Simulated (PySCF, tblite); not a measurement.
# C₅H₁₂O₃Si: geometry, infrared bands and NMR shifts

Wanted: the infrared bands and NMR shifts of C₅H₁₂O₃Si (`C[C@@H]1OCO[SiH2][C@H](C)O1`), by calculation.

Computed with tblite 0.8.0 and PySCF 2.14.0, with density-fitted response routines of our own, on a single molecule in the gas phase. Atoms count from 0, in the outputs and in this text.

**1. The molecule as given**

21 atoms, charge 0, multiplicity 1; geometry from: force field or distance geometry start.

Bonds of the start (Å): C0–C1 1.51, C1–O2 1.39, O2–C3 1.38, C3–O4 1.39, O4–Si5 1.70, Si5–C6 1.87, C6–C7 1.51, C6–O8 1.38, O8–C1 1.40, C0–H9 1.10, C0–H10 1.12, C0–H11 1.11, C1–H12 1.13, C3–H13 1.10, C3–H14 1.12, Si5–H15 1.48, Si5–H16 1.47, C6–H17 1.12, C7–H18 1.10, C7–H19 1.11, C7–H20 1.09.

**2. Geometry optimisation with GFN2-xTB**

Job settings and geometry (Å):

```
{"job": {"kind": "relax", "xc": "GFN2-xTB", "basis": "xTB"}, "charge": 0, "multiplicity": 1}
C     -2.322300    -1.439400     0.048000
C     -1.196500    -0.437500     0.137500
O     -1.525300     0.603800    -0.717300
C     -1.114400     1.834800    -0.238900
O      0.155300     2.061300    -0.759600
Si     1.287000     1.366400     0.298600
C      1.114300    -0.488300     0.391900
C      2.370400    -1.067000    -0.218700
O      0.019800    -0.960700    -0.304500
H     -2.038700    -2.396700     0.513900
H     -3.195500    -1.060600     0.646000
H     -2.619600    -1.565000    -1.015300
H     -1.054900    -0.078900     1.204200
H     -1.826000     2.627000    -0.505400
H     -0.997100     1.768900     0.876900
H      2.634400     1.667300    -0.226500
H      1.205300     1.950800     1.650100
H      1.069100    -0.819900     1.460200
H      2.182900    -2.073400    -0.611600
H      2.697600    -0.387100    -1.029300
H      3.145500    -1.088700     0.554200
```

Started as:

```bash
$ OMP_NUM_THREADS=1 python probes_run.py task.json out
```

The driver reads the jobs from task.json and runs them one after another.

**Question.** This job is followed by: GFN2-xTB harmonic vibrations, gas phase; GIAO PBE0/pcSseg-1 NMR shielding, non-relativistic, gas phase. Predict these results of the whole session: strongest single infrared mode (GFN2-xTB); zero-point energy (GFN2-xTB); 13C shifts against TMS (PBE0/pcSseg-1); 1H shifts against TMS (PBE0/pcSseg-1, means over atoms taken as alike); 17O shifts against H2O (PBE0/pcSseg-1); 29Si shifts against TMS (PBE0/pcSseg-1).

As calculated:

| quantity | value |
| --- | --- |
| strongest single infrared mode (GFN2-xTB) | 2349 cm⁻¹, 276 km/mol |
| zero-point energy (GFN2-xTB) | 104.2 kcal/mol |
| 13C shifts against TMS (PBE0/pcSseg-1) | 110.2, 95.1, 74.6, 25.7, 15.7 ppm |
| 1H shifts against TMS (PBE0/pcSseg-1, means over atoms taken as alike) | 5.39, 5.16, 4.99, 4.73, 4.45, 3.47, 1.46, 1.31 ppm |
| 17O shifts against H2O (PBE0/pcSseg-1) | 157.2, 123.0, 79.4 ppm |
| 29Si shifts against TMS (PBE0/pcSseg-1) | -13.7 ppm |

What this shows: Over 193 steps the energy fell by 1.148 eV; of the close pairs, O4–Si5 changed most, 1.698 to 1.632 Å. No mode is imaginary among the 57: a minimum at this level. The strongest single mode, at 2349 cm⁻¹, moves mainly H16. Unscaled tight-binding wavenumbers are off by several per cent, some by more. Its intensities can rank the bands wrongly. At PBE0/pcSseg-1: Shielding is most anisotropic at O4 (span 146 ppm, paramagnetic term -142 ppm).
